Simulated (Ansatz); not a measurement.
# MoS2: the cost of one run

Program: Ansatz 0.2.0. Level of theory: DFT r2SCAN, scalar-relativistic, plane waves, PAW. These are calculated values, not measurements.

**1. The structure to begin with**

Symmetry: P-6m2, No. 187, hexagonal system. Conventional cell: a = 3.184 Å, b = 3.184 Å, c = 28.387 Å, α = 90.00°, β = 90.00°, γ = 120.00°. Mo (site symmetry -6m2) has 6 S at 2.41 Å in its first shell of neighbours. Mo (site symmetry 3m) has 6 S at 2.41 Å in its first shell of neighbours. Around S (site symmetry 3m) lie 3 Mo at 2.41 Å.

Coordinates:

```cif
data_structure
_symmetry_space_group_name_H-M 'P-6m2'
_symmetry_Int_Tables_number 187
_cell_length_a 3.1840
_cell_length_b 3.1840
_cell_length_c 28.3873
_cell_angle_alpha 90.000
_cell_angle_beta 90.000
_cell_angle_gamma 120.000
_cell_volume 249.23
loop_
_atom_site_label
_atom_site_type_symbol
_atom_site_symmetry_multiplicity
_atom_site_Wyckoff_symbol
_atom_site_fract_x
_atom_site_fract_y
_atom_site_fract_z
_atom_site_occupancy
Mo1 Mo 1 e 0.66667 0.33333 0.00000 1
Mo2 Mo 2 h 0.33333 0.66667 0.77184 1
S1 S 2 h 0.33333 0.66667 0.05467 1
S2 S 2 i 0.66667 0.33333 0.82651 1
S3 S 2 i 0.66667 0.33333 0.28281 1
```

The structure comes from the Materials Project (structure only).

(A quick probe on a coarse mesh, which set the mesh and smearing, is not shown.)

**3. Full relaxation**

File input.yaml:

```yaml
crystal:
  lattice:
    - [3.1840155185, 0.0, 0.0]
    - [-1.5920077592, 2.757438325, 0.0]
    - [0.0, 0.0, 28.3873198]
  atoms:
    - { symbol: Mo, position: [0.66666667, 0.33333333, 0.0] }
    - { symbol: Mo, position: [0.33333333, 0.66666667, 0.77183523] }
    - { symbol: Mo, position: [0.33333333, 0.66666667, 0.22816477] }
    - { symbol: S, position: [0.33333333, 0.66666667, 0.05466588] }
    - { symbol: S, position: [0.66666667, 0.33333333, 0.82650691] }
    - { symbol: S, position: [0.66666667, 0.33333333, 0.28281249] }
    - { symbol: S, position: [0.33333333, 0.66666667, 0.94533412] }
    - { symbol: S, position: [0.66666667, 0.33333333, 0.71718751] }
    - { symbol: S, position: [0.66666667, 0.33333333, 0.17349309] }
basis:
  ecutwfc: 500
kpoints:
  mp_grid: { grid: [12, 12, 1] }
hamiltonian:
  xc: r2scan
scf:
  occupations: { method: gaussian, width: 0.02 }
output:
  forces: true
  stress: true
  eigenvalues: true
  write_density: true
  write_potential: true
  elf: true
  volumetric_format: npy
relax:
  adjacent_minimum: "off"
  f_tol: 0.005
  max_steps: 80
  cell: { stress_tol: 0.05 }
```

On the command line:

```sh
$ ansatz run input.yaml --threads 2 --pin off --max-ram 5120MiB --backend cpu --events-out ev --progress --plain --runs-dir out
```

What time and memory should one allow on 2 threads of Oxide Virtual Turin-like (Zen 5), shared host?

About 89 s, with a peak of 1 GiB.
